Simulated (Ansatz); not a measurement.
Rb, space group R-3m, a frozen displacement of one atom

Program: the Python package of Ansatz (0.2.0).

The script, `push_rb.py`:
```python
"""Energy and force of Rb as one atom is pushed off its site."""

from dataclasses import dataclass

import ansatz
import numpy as np


@dataclass(frozen=True)
class Settings:
    functional: str = "lda"
    kspacing: float = 0.52


cfg = Settings()

cell = (
    ansatz.Lattice.of([2.53764, 1.46511, 12.6889], [-2.53764, 1.46511, 12.6889], [0.0, -2.93021, 12.6889])
    .atom("Rb", [0.0, 0.0, 0.0])
    .atom("Rb", [0.77762, 0.77762, 0.77762])
    .atom("Rb", [0.22238, 0.22238, 0.22238])
)

inverse = np.linalg.inv(np.array(cell.lattice.vectors))
home = np.array(cell.sites[0].position)
values = np.linspace(-0.05, 0.05, 5)
energies, pulls = [], []
for shift in values:
    moved = cell.move(0, to=home + shift * inverse[1])
    calculation = (
        moved.calculation()
        .functional(cfg.functional)
        .pseudopotentials("nc")
        .accuracy("low")  # preset for grids and thresholds
        .kpoints(spacing=cfg.kspacing)  # the mesh must be finer for metals
        .occupations(ansatz.OccupationsMethod.GAUSSIAN)
        .eigensolver("davidson", full_accuracy=True)
        .forces()  # eV per angstrom
    )
    report = calculation.run(threads=1).report
    energies.append(report["free_energy_ev"])
    pulls.append(report["forces_ev_ang"][0][1])

# the force is minus the slope of the free energy
print("shift (A)   dE (eV)   force along y (eV/A)")
for shift, e, f in zip(values, energies, pulls):
    print(f"{shift:8.3f} {e - energies[2]:10.5f} {f:12.4f}")
print(f"stiffness from energies {2 * np.polyfit(values, energies, 2)[0]:.3f}, from forces {-np.polyfit(values, pulls, 1)[0]:.3f} eV/A^2")
```

```console
$ python push_rb.py
DeckWarning: basis.ecutwfc = 571.439111 eV, auto-derived from the records' recommended cutoffs: set by Rb (normal level)
shift (A)   dE (eV)   force along y (eV/A)
  -0.050    0.00006       0.0023
  -0.025    0.00001       0.0011
   0.000    0.00000       0.0000
   0.025    0.00001      -0.0011
   0.050    0.00006      -0.0023
stiffness from energies 0.046, from forces 0.046 eV/A^2
```
(Warnings from the package without file and line.)

Caveats:
- These settings explore the input space; cutoff and mesh may be short of convergence.
- In a metal a curvature from energy changes of a few meV or less hangs on mesh and smearing, in size and even in sign.
- This isn't the structure that Rb takes at ambient conditions.
- All periodic images of the atom move with it, so the curvature is one diagonal element of the zone-centre force constants and no normal mode; a positive value doesn't exclude soft modes in which several atoms move.
- Run time: 47 s on 1 thread of Arm Neoverse V1, on a shared host, peak memory 0.43 GiB.
